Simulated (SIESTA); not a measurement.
The system is AgRh.

```
Ag Rh
1.0
     2.77759    0.00000    0.00000
    -1.38879    2.40546    0.00000
     0.00000    0.00000    4.80860
Ag Rh
1 1
Cartesian
  0.0000 0.0000 2.4043
  1.3888 0.8018 0.0000
```

The cell comes from a database or a generator and needn't be the stable form of this composition.

Base run:

* Program: SIESTA 5.4.2
* Functional: PBEsol
* Potentials or basis: PseudoDojo 0.4 standard (PBEsol files)
* Basis: DZP (energy shift 0.003 Ry; two zetas on semicore shells)
* Grid cutoff: 800 Ry
* Energy shift: 0.003 Ry
* k mesh: 11 × 11 × 6
* Occupations: fermi-dirac, width 0.05 eV
* Spin: no spin polarisation

Its results: band gap on the k mesh none (metal or under the smearing width); pressure -9.1 GPa.

Question: The run is repeated on the same cell with these changes: functional from PBEsol to LDA; potentials or basis from PseudoDojo 0.4 standard (PBEsol files) to PseudoDojo 0.4 standard (LDA files). What comes out?

Answer: Band gap on the k mesh none (metal or under the smearing width); pressure -14.1 GPa.

Caveats: short orbitals over semicore shells can move pressures by several GPa; the basis of atomic orbitals isn't converged, which shifts pressures, moduli and gaps.

Not every run made on this cell is shown here.
